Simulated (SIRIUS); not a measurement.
# HPbNO4 (P1) in SIRIUS: settings compared, part 3 of 3

SIRIUS 7.12.0. Earlier steps stand in the parts before.

## 4. Single point, PBE

sirius.json reads:

```json
{
  "control": {
    "processing_unit": "cpu",
    "std_evp_solver_name": "lapack",
    "gen_evp_solver_name": "lapack",
    "verbosity": 2,
    "print_forces": true,
    "ortho_rf": true,
    "use_second_variation": true,
    "rmt_max": 3.0,
    "num_bands_to_print": 24,
    "save_wf": true
  },
  "parameters": {
    "electronic_structure_method": "full_potential_lapwlo",
    "xc_functionals": ["XC_GGA_X_PBE", "XC_GGA_C_PBE"],
    "core_relativity": "dirac",
    "valence_relativity": "iora",
    "num_fv_states": 46,
    "smearing": "fermi_dirac",
    "smearing_width": 0.0018374661,
    "pw_cutoff": 31,
    "gk_cutoff": 6.0,
    "lmax_apw": 12,
    "lmax_rho": 8,
    "lmax_pot": 8,
    "num_mag_dims": 0,
    "auto_rmt": 0,
    "ngridk": [3, 2, 2],
    "shiftk": [0, 0, 0],
    "num_dft_iter": 80,
    "energy_tol": 1e-07,
    "density_tol": 1e-05,
    "use_symmetry": true
  },
  "settings": {"tol_ne": 1e-10},
  "iterative_solver": {"type": "exact"},
  "mixer": {"type": "anderson", "beta": 0.5, "max_history": 8},
  "unit_cell": {
    "lattice_vectors": [
      [7.2888059435, 0.0033637125, -0.0691261816],
      [0.3279241744, 8.1907533255, -0.0311237893],
      [1.4324690943, 1.5849699925, 11.1052023385]
    ],
    "atom_types": ["H", "N", "O", "Pb"],
    "atom_files": {"H": "H.json", "N": "N.json", "O": "O.json", "Pb": "Pb.json"},
    "atoms": {
      "H": [[0.61511, 0.89559, 0.19844]],
      "N": [[0.71474, 0.2381, 0.50058]],
      "O": [
        [0.16958, 0.47007, 0.77768],
        [0.62919, 0.97045, 0.49845],
        [0.56424, 0.92583, 0.03849],
        [0.78022, 0.4225, 0.31951]
      ],
      "Pb": [[0.64597, 0.44651, 0.91685]]
    }
  }
}
```

H.json reads:

```json
{
  "name": "hydrogen",
  "symbol": "H",
  "number": 1,
  "mass": 1.00794,
  "rmin": 1e-06,
  "rmt": 0.76,
  "nrmt": 800,
  "rinf": 15.07,
  "core": "",
  "valence": [
    {"basis": [{"enu": -0.11, "dme": 0, "n": 0, "auto": 0}, {"enu": -0.11, "dme": 1, "n": 0, "auto": 0}]},
    {"l": 0, "n": 1, "basis": [{"enu": -0.01, "dme": 0, "n": 0, "auto": 0}]},
    {"l": 1, "n": 2, "basis": [{"enu": -0.01, "dme": 0, "n": 0, "auto": 0}]},
    {"l": 2, "n": 3, "basis": [{"enu": -0.01, "dme": 0, "n": 0, "auto": 0}]},
    {"l": 3, "n": 4, "basis": [{"enu": -0.01, "dme": 0, "n": 0, "auto": 0}]}
  ],
  "lo": [
    {"l": 0, "basis": [{"enu": -0.01, "dme": 0, "n": 0, "auto": 0}, {"enu": -0.01, "dme": 1, "n": 0, "auto": 0}]},
    {"l": 0, "basis": [{"enu": -0.01, "dme": 1, "n": 0, "auto": 0}, {"enu": -0.01, "dme": 2, "n": 0, "auto": 0}]},
    {
      "l": 0,
      "basis": [{"enu": -0.01, "dme": 0, "n": 0, "auto": 0}, {"enu": 20.7656, "dme": 0, "n": 0, "auto": 0}]
    },
    {"l": 1, "basis": [{"enu": -0.01, "dme": 0, "n": 0, "auto": 0}, {"enu": -0.01, "dme": 1, "n": 0, "auto": 0}]},
    {"l": 1, "basis": [{"enu": -0.01, "dme": 1, "n": 0, "auto": 0}, {"enu": -0.01, "dme": 2, "n": 0, "auto": 0}]},
    {
      "l": 1,
      "basis": [{"enu": -0.01, "dme": 0, "n": 0, "auto": 0}, {"enu": 23.882, "dme": 0, "n": 0, "auto": 0}]
    },
    {"l": 2, "basis": [{"enu": -0.01, "dme": 0, "n": 0, "auto": 0}, {"enu": -0.01, "dme": 1, "n": 0, "auto": 0}]},
    {"l": 2, "basis": [{"enu": -0.01, "dme": 1, "n": 0, "auto": 0}, {"enu": -0.01, "dme": 2, "n": 0, "auto": 0}]},
    {"l": 3, "basis": [{"enu": -0.01, "dme": 0, "n": 0, "auto": 0}, {"enu": -0.01, "dme": 1, "n": 0, "auto": 0}]}
  ],
  "free_atom": [... radial grid and density of the free atom, the start of the SCF ...]
}
```

N.json reads:

```json
{
  "name": "nitrogen",
  "symbol": "N",
  "number": 7,
  "mass": 14.0067,
  "rmin": 1e-06,
  "rmt": 1.07,
  "nrmt": 800,
  "rinf": 13.03,
  "core": "",
  "valence": [
    {"basis": [{"enu": -0.11, "dme": 0, "n": 0, "auto": 0}, {"enu": -0.11, "dme": 1, "n": 0, "auto": 0}]},
    {"l": 0, "n": 1, "basis": [{"enu": -0.1653, "dme": 0, "n": 0, "auto": 0}]},
[... 20 lines left out ...]
    },
    {"l": 1, "basis": [{"enu": -0.01, "dme": 0, "n": 0, "auto": 0}, {"enu": -0.01, "dme": 1, "n": 0, "auto": 0}]},
    {"l": 1, "basis": [{"enu": -0.01, "dme": 1, "n": 0, "auto": 0}, {"enu": -0.01, "dme": 2, "n": 0, "auto": 0}]},
    {
      "l": 1,
      "basis": [{"enu": -0.01, "dme": 0, "n": 0, "auto": 0}, {"enu": 12.0435, "dme": 0, "n": 0, "auto": 0}]
    },
    {"l": 2, "basis": [{"enu": -0.01, "dme": 0, "n": 0, "auto": 0}, {"enu": -0.01, "dme": 1, "n": 0, "auto": 0}]},
    {"l": 2, "basis": [{"enu": -0.01, "dme": 1, "n": 0, "auto": 0}, {"enu": -0.01, "dme": 2, "n": 0, "auto": 0}]},
    {
      "l": 2,
      "basis": [{"enu": -0.01, "dme": 0, "n": 0, "auto": 0}, {"enu": 13.6156, "dme": 0, "n": 0, "auto": 0}]
    },
    {"l": 3, "basis": [{"enu": -0.01, "dme": 0, "n": 0, "auto": 0}, {"enu": -0.01, "dme": 1, "n": 0, "auto": 0}]}
  ],
  "free_atom": [... radial grid and density of the free atom, the start of the SCF ...]
}
```

O.json reads:

```json
{
  "name": "oxygen",
  "symbol": "O",
  "number": 8,
  "mass": 15.9994,
  "rmin": 1e-06,
  "rmt": 1.07,
  "nrmt": 800,
  "rinf": 11.55,
  "core": "1s",
  "valence": [
    {"basis": [{"enu": -0.11, "dme": 0, "n": 0, "auto": 0}, {"enu": -0.11, "dme": 1, "n": 0, "auto": 0}]},
    {"l": 0, "n": 1, "basis": [{"enu": -0.2272, "dme": 0, "n": 0, "auto": 0}]},
    {"l": 1, "n": 2, "basis": [{"enu": -0.01, "dme": 0, "n": 0, "auto": 0}]},
    {"l": 2, "n": 3, "basis": [{"enu": -0.01, "dme": 0, "n": 0, "auto": 0}]},
    {"l": 3, "n": 4, "basis": [{"enu": -0.01, "dme": 0, "n": 0, "auto": 0}]}
  ],
  "lo": [
    {
      "l": 0,
      "basis": [{"enu": -0.2272, "dme": 0, "n": 0, "auto": 0}, {"enu": -0.2272, "dme": 1, "n": 0, "auto": 0}]
    },
    {
      "l": 0,
      "basis": [{"enu": -0.2272, "dme": 1, "n": 0, "auto": 0}, {"enu": -0.2272, "dme": 2, "n": 0, "auto": 0}]
    },
    {
      "l": 0,
      "basis": [{"enu": -0.2272, "dme": 0, "n": 0, "auto": 0}, {"enu": 10.2541, "dme": 0, "n": 0, "auto": 0}]
    },
    {"l": 1, "basis": [{"enu": -0.01, "dme": 0, "n": 0, "auto": 0}, {"enu": -0.01, "dme": 1, "n": 0, "auto": 0}]},
    {"l": 1, "basis": [{"enu": -0.01, "dme": 1, "n": 0, "auto": 0}, {"enu": -0.01, "dme": 2, "n": 0, "auto": 0}]},
    {
      "l": 1,
      "basis": [{"enu": -0.01, "dme": 0, "n": 0, "auto": 0}, {"enu": 12.0435, "dme": 0, "n": 0, "auto": 0}]
    },
    {"l": 2, "basis": [{"enu": -0.01, "dme": 0, "n": 0, "auto": 0}, {"enu": -0.01, "dme": 1, "n": 0, "auto": 0}]},
    {"l": 2, "basis": [{"enu": -0.01, "dme": 1, "n": 0, "auto": 0}, {"enu": -0.01, "dme": 2, "n": 0, "auto": 0}]},
    {
      "l": 2,
      "basis": [{"enu": -0.01, "dme": 0, "n": 0, "auto": 0}, {"enu": 13.6156, "dme": 0, "n": 0, "auto": 0}]
    },
    {"l": 3, "basis": [{"enu": -0.01, "dme": 0, "n": 0, "auto": 0}, {"enu": -0.01, "dme": 1, "n": 0, "auto": 0}]}
  ],
  "free_atom": [... radial grid and density of the free atom, the start of the SCF ...]
}
```

Pb.json reads:

```json
{
  "name": "lead",
  "symbol": "Pb",
  "number": 82,
  "mass": 207.2,
  "rmin": 1e-06,
  "rmt": 1.77,
  "nrmt": 800,
  "rinf": 17.22,
  "core": "1s2s2p3s3p3d4s4p4d",
  "valence": [
    {"basis": [{"enu": -0.11, "dme": 0, "n": 0, "auto": 0}, {"enu": -0.11, "dme": 1, "n": 0, "auto": 0}]},
    {"l": 0, "n": 1, "basis": [{"enu": -0.1173, "dme": 0, "n": 0, "auto": 0}]},
[... 17 lines left out ...]
    },
    {
      "l": 0,
      "basis": [{"enu": -0.1173, "dme": 0, "n": 0, "auto": 0}, {"enu": 4.9897, "dme": 0, "n": 0, "auto": 0}]
    },
    {"l": 1, "basis": [{"enu": -0.01, "dme": 0, "n": 0, "auto": 0}, {"enu": -0.01, "dme": 1, "n": 0, "auto": 0}]},
[... 26 lines left out ...]
      "l": 3,
      "basis": [{"enu": -4.7874, "dme": 0, "n": 4, "auto": 1}, {"enu": -4.7874, "dme": 1, "n": 4, "auto": 1}]
    },
    {
      "l": 3,
      "basis": [{"enu": -4.7874, "dme": 1, "n": 4, "auto": 1}, {"enu": -0.01, "dme": 0, "n": 0, "auto": 0}]
    },
    {
      "l": 3,
      "basis": [{"enu": -0.01, "dme": 0, "n": 0, "auto": 0}, {"enu": 7.3953, "dme": 0, "n": 0, "auto": 0}]
    },
    {"l": 4, "basis": [{"enu": -0.01, "dme": 0, "n": 0, "auto": 0}, {"enu": -0.01, "dme": 1, "n": 0, "auto": 0}]},
    {
      "l": 4,
      "basis": [{"enu": -0.01, "dme": 0, "n": 0, "auto": 0}, {"enu": 6.1185, "dme": 0, "n": 0, "auto": 0}]
    }
  ],
  "free_atom": [... radial grid and density of the free atom, the start of the SCF ...]
}
```

sirius_start.json reads:

```json
{
  "control": {
    "processing_unit": "cpu",
    "std_evp_solver_name": "lapack",
    "gen_evp_solver_name": "lapack",
    "verbosity": 1,
    "print_forces": false,
    "ortho_rf": true,
    "use_second_variation": true,
    "rmt_max": 3.0,
    "num_bands_to_print": 24,
    "save_wf": false
  },
  "parameters": {
    "electronic_structure_method": "full_potential_lapwlo",
    "xc_functionals": ["XC_LDA_X", "XC_LDA_C_PW"],
    "core_relativity": "dirac",
    "valence_relativity": "iora",
    "num_fv_states": 46,
    "smearing": "fermi_dirac",
    "smearing_width": 0.0055123983,
    "pw_cutoff": 31,
    "gk_cutoff": 4.8,
    "lmax_apw": 12,
    "lmax_rho": 8,
    "lmax_pot": 8,
    "num_mag_dims": 0,
    "auto_rmt": 0,
    "ngridk": [1, 1, 1],
    "shiftk": [0, 0, 0],
    "num_dft_iter": 30,
    "energy_tol": 0.01,
    "density_tol": 0.05,
    "use_symmetry": true
  },
  "settings": {"tol_ne": 1e-10},
  "iterative_solver": {"type": "exact"},
  "mixer": {"type": "anderson", "beta": 0.5, "max_history": 8},
  "unit_cell": {
    "lattice_vectors": [
      [7.2888059435, 0.0033637125, -0.0691261816],
      [0.3279241744, 8.1907533255, -0.0311237893],
      [1.4324690943, 1.5849699925, 11.1052023385]
    ],
    "atom_types": ["H", "N", "O", "Pb"],
    "atom_files": {"H": "H.json", "N": "N.json", "O": "O.json", "Pb": "Pb.json"},
    "atoms": {
      "H": [[0.61511, 0.89559, 0.19844]],
      "N": [[0.71474, 0.2381, 0.50058]],
      "O": [
        [0.16958, 0.47007, 0.77768],
        [0.62919, 0.97045, 0.49845],
        [0.56424, 0.92583, 0.03849],
        [0.78022, 0.4225, 0.31951]
      ],
      "Pb": [[0.64597, 0.44651, 0.91685]]
    }
  }
}
```

Potentials or basis: all-electron FP-LAPW, apw+lo standard.

The run is started by

```console
$ OMP_NUM_THREADS=2 sirius.scf --input=sirius_start.json --output=start.json
$ OMP_NUM_THREADS=2 sirius.scf --input=sirius.json --output=output.json --task=1
```

Run time: 33 min. Hardware: 2 threads of AMD EPYC 7R43 (Zen 3), shared host; peak memory 2.5 GiB.

These settings aren't checked as converged: the numbers below hold their error.

What came out:

```yaml
Free_energy: -579179.8554 eV
Largest_force: 0.247 eV/Å
Band_gap_on_the_k_mesh: 0.37 eV, indirect (least direct gap 0.47 eV)
All_electrons_inside_the_program's_atomic_spheres: H 0.31; Pb 76.85; N 4.04; O 5.06, 5.13, 5.11, 5.12 (radii H 0.76, N 1.07, O 1.07, Pb 1.77 bohr)
```

Caveat: the k mesh is coarse (spacing up to 0.73 Å⁻¹), so the values aren't converged; spin-orbit coupling is left out, which as a rule narrows the gap of such compounds by several tenths of an eV; an odd mesh through Γ misses points on the zone boundary, where band edges often lie.
